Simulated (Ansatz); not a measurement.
Task: a convergence test of the k-point mesh of La3Hf, space group Pm-3m, with Ansatz's Python interface. Give the script and its output. Settings (first run): PBE, PAW, cutoff 422 eV, 2×2×2 k-points, cold smearing of 0.05 eV. The script varies mesh: (2, 2, 2), (3, 3, 3), (4, 4, 4), (5, 5, 5), (6, 6, 6).

```
CELL_PARAMETERS angstrom
5.04513 0.00000 0.00000
0.00000 5.04513 0.00000
0.00000 0.00000 5.04513
ATOMIC_POSITIONS crystal
La 0.00000 0.50000 0.50000
La 0.50000 0.00000 0.50000
La 0.50000 0.50000 0.00000
Hf 0.00000 0.00000 0.00000
```

Script `kconv_la3hf.py`:
```python
"""k-point test for La3Hf."""

import ansatz as az
import numpy as np

vectors = np.array([
    [5.045132, 0.0, 0.0],
    [0.0, 5.045132, 0.0],
    [0.0, 0.0, 5.045132],
])
structure = (
    az.Lattice.of(vectors)
    .atom("La", [0.0, 0.5, 0.5])
    .atom("La", [0.5, 0.0, 0.5])
    .atom("La", [0.5, 0.5, 0.0])
    .atom("Hf", [0.0, 0.0, 0.0])
)

job = (
    structure.calculation()
    .functional("pbe")
    .pseudopotentials("paw")
    .basis(31 * az.Ry)
    .occupations("Marzari-Vanderbilt", width=0.05)
)

rows = []
for value in [(2, 2, 2), (3, 3, 3), (4, 4, 4), (5, 5, 5), (6, 6, 6)]:
    summary = job.kpoints(mesh=value).run(threads=1).report
    rows.append((value, summary["free_energy_ev"] / len(summary["lattice"]["sites"]), summary["n_iterations"], summary["n_kpoints"]))

print("        mesh   F/atom (eV)    iterations      k-points")
for row in rows:
    print(f"{str(row[0]):>12s}  {row[1]:12.5f}  {row[2]:12d}  {row[3]:12d}")

# the last row is the reference
for row in rows[:-1]:
    shift = 1000 * (row[1] - rows[-1][1])
    print(f"{row[0]}: {shift:+.2f} meV/atom" + ("  (within 1 meV)" if abs(shift) < 1 else ""))
```

```console
$ python kconv_la3hf.py
        mesh   F/atom (eV)    iterations      k-points
   (2, 2, 2)   -8617.41462             8             4
   (3, 3, 3)   -8617.75230             8             4
   (4, 4, 4)   -8617.72620             7            10
   (5, 5, 5)   -8617.71939             8            10
   (6, 6, 6)   -8617.72088             8            20
(2, 2, 2): +306.25 meV/atom
(3, 3, 3): -31.42 meV/atom
(4, 4, 4): -5.32 meV/atom
(5, 5, 5): +1.48 meV/atom
```

Notes:
- Spin-orbit coupling, which matters for elements this heavy, is left out.
- The structure comes from a database of computed cells and needn't be a stable or known phase.
- Shifts are counted from the finest mesh, which is itself no proven limit.
- It ran for 9.6 s on 1 thread of Intel(R) Xeon(R) Platinum 8488C (Sapphire Rapids), on a shared host, peak memory 0.51 GiB.

(Lines on the test bed's own set-up are left out of the output.)
